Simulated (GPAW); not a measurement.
Crystal: GaB.

```
Ga B
1.0
     2.71824    0.00000    0.00000
     0.00000    2.71824    0.00000
     0.00000    0.00000    3.23621
Ga B
1 1
Direct
  0.50000 0.50000 0.50000
  0.00000 0.00000 0.00000
```

The cell was built by a generator and needn't be a form met in nature.

Base run:

* Program: GPAW 26.7.0
* Functional: BLYP
* Potentials or basis: PAW data sets generated in the run's folder for this functional
* Cutoff: 800 eV
* Basis: pw
* k mesh: 10 × 10 × 8
* Occupations: fermi-dirac, width 0.05 eV
* Spin: no spin polarisation

Its results: band gap on the k mesh none (metal or under the smearing width); pressure 8.9 GPa.

**Question.** The run is repeated on the same cell with these changes: functional from BLYP to PBEsol. What comes out?

**Answer.** Band gap on the k mesh none (metal or under the smearing width); pressure -3.0 GPa.

PBEsol binds more tightly than BLYP, so the same cell stands under less pressure.

Not every run made on this cell is shown here.
